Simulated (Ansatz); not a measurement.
# C₄H₅Si radical: small, medium and large basis sets

One table from this session's results is given with a row withheld; the runs are named, their logs left out.

Computed with Ansatz 0.2.0, Gaussian basis. Level: one geometry, several basis sets.

Levels to be run: PBE0-D4/def2-SVP; ωB97M-V/def2-SVP; PBE0-D4/def2-QZVPP; ωB97M-V/def2-QZVPP; the functionals' def2-TZVPP values are taken from earlier runs.

1 further run of the same task is left out (it didn't finish). Runs told in other sessions of the task aren't counted.

## The relaxed structure

An earlier PBE0-D4 in a triple-zeta def2 set relaxation fixed the geometry.

SMILES `[C]#C[SiH2]C=C`, 10 atoms, charge 0, spin multiplicity 2.

Atoms are counted from 1 here; the program's logs count them from 0.

Bond lengths: C1–C2 1.213 Å, C2–Si3 1.833 Å, Si3–C4 1.853 Å, Si3–H6 1.484 Å, Si3–H7 1.485 Å, C4–C5 1.330 Å, C4–H8 1.088 Å, C5–H9 1.087 Å, C5–H10 1.086 Å. Angles: C1–C2–Si3 179.2°, C2–Si3–C4 110.2°, C2–Si3–H6 108.7°, C2–Si3–H7 106.8°, C4–Si3–H6 109.3°, C4–Si3–H7 111.6°, H6–Si3–H7 110.1°, Si3–C4–C5 122.2°, Si3–C4–H8 119.1°, C5–C4–H8 118.7°, C4–C5–H9 121.8°, C4–C5–H10 122.1°, H9–C5–H10 116.1°.

Set-up of the first run:

File in.yaml:

```yaml
crystal:
  periodic: [false, false, false]
  atoms:
    - {symbol: C, position_ang: [0.899665, -2.935921, 1.466278]}
    - {symbol: C, position_ang: [0.953041, -1.841673, 0.946404]}
    - {symbol: Si, position_ang: [1.016474, -0.195295, 0.143098]}
    - {symbol: C, position_ang: [-0.601977, 0.180367, -0.678426]}
    - {symbol: C, position_ang: [-1.336463, 1.238803, -0.348157]}
    - {symbol: H, position_ang: [1.290221, 0.829877, 1.180673]}
    - {symbol: H, position_ang: [2.131245, -0.238513, -0.836967]}
    - {symbol: H, position_ang: [-0.963387, -0.482241, -1.462668]}
    - {symbol: H, position_ang: [-1.025999, 1.929896, 0.430722]}
    - {symbol: H, position_ang: [-2.279720, 1.463500, -0.838056]}
basis:
  gaussian: {orbitals: def2-SVP}
magnetization: {spin_polarized: true, initial_magnetization: 1}
hamiltonian: {xc: pbe0, dispersion: d4}
output: {orbitals: {seedname: orbitals}}
```

Started as:

```bash
> ansatz run in.yaml --threads 4 --pin off --events-out ev --progress --plain --max-ram 10444MiB
```

Among the steps run: PBE0-D4 in def2-SVP; ωB97M-V in def2-SVP; PBE0-D4 in def2-QZVPP; ωB97M-V in def2-QZVPP.

One of the session's tables, all rows but one given; the rest of the session is left out.

It belongs to the step «Density functionals: the series». 

```
functional       basis  HOMO (eV)  LUMO (eV)
   PBE0-D4    def2-SVP      -8.09      -4.50
   PBE0-D4  def2-TZVPP      -8.15      -4.66
   PBE0-D4  def2-QZVPP          ?          ?
   ωB97M-V    def2-SVP     -10.30      -2.58
   ωB97M-V  def2-TZVPP     -10.38      -2.86
   ωB97M-V  def2-QZVPP     -10.39      -2.90
```

Estimate the missing values for PBE0-D4, def2-QZVPP.

**Answer.** HOMO (eV): -8.16; LUMO (eV): -4.68. In the column «HOMO (eV)» it lies between ωB97M-V, def2-SVP (-10.30) and PBE0-D4, def2-TZVPP (-8.15).
